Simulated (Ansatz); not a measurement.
# InSb: the cost of one run

Computed with Ansatz 0.2.0 (DFT PBE, spin-orbit coupling, plane waves, PAW, and further levels as typed in the inputs, unless a step's input says otherwise).

## (1) The starting structure

Symmetry: F-43m, No. 216, cubic system. The conventional cell has a = 6.479 Å, b = 6.479 Å, c = 6.479 Å, α = 90.00°, β = 90.00°, γ = 90.00°. In (site symmetry -43m) is surrounded by 4 Sb at 2.81 Å. Around Sb (site symmetry -43m) lie 4 In at 2.81 Å.

Coordinates:

```cif
data_structure
_symmetry_space_group_name_H-M 'P 1'
_symmetry_Int_Tables_number 1
_cell_length_a 4.5813
_cell_length_b 4.5813
_cell_length_c 4.5813
_cell_angle_alpha 60.000
_cell_angle_beta 60.000
_cell_angle_gamma 60.000
_cell_volume 67.99
loop_
_atom_site_label
_atom_site_type_symbol
_atom_site_fract_x
_atom_site_fract_y
_atom_site_fract_z
_atom_site_occupancy
In1 In 0.00000 0.00000 0.00000 1
Sb1 Sb 0.25000 0.25000 0.25000 1
```

## (2) Single point: InSb

Input file input.yaml:

```yaml
crystal:
  lattice:
    - [0.0, 3.2395, 3.2395]
    - [3.2395, 0.0, 3.2395]
    - [3.2395, 3.2395, 0.0]
  atoms:
    - { symbol: In, position: [0.0, 0.0, 0.0] }
    - { symbol: Sb, position: [0.25, 0.25, 0.25] }
scf:
  occupations: { method: gaussian, width: 0.03 }
output:
  eigenstates:
    kpoints:
      - [0.0, 0.0, 0.0]
      - [0.05, 0.05, 0.05]
      - [0.1, 0.1, 0.1]
      - [0.15, 0.15, 0.15]
      - [0.2, 0.2, 0.2]
      - [0.25, 0.25, 0.25]
      - [0.3, 0.3, 0.3]
      - [0.35, 0.35, 0.35]
      - [0.4, 0.4, 0.4]
      - [0.45, 0.45, 0.45]
      - [0.5, 0.5, 0.5]
      - [0.5, 0.5, 0.0]
      - [0.25, 0.5, 0.5]
      - [0.2, 0.45, 0.45]
      - [0.3, 0.55, 0.55]
hamiltonian:
  xc: pbe
kpoints:
  mp_grid: { grid: [10, 10, 10] }
magnetization:
  noncollinear: true
  spin_orbit: true
```

Command:

```
ansatz run input.yaml --threads 4 --pin off --max-ram 10240MiB --backend cpu --events-out ev --progress --plain --runs-dir out
```

Q: Estimate wall time and peak memory on 4 threads of AMD EPYC 9R45 (Zen 5), shared host.

About 3.8 s, with a peak of 0.73 GiB.
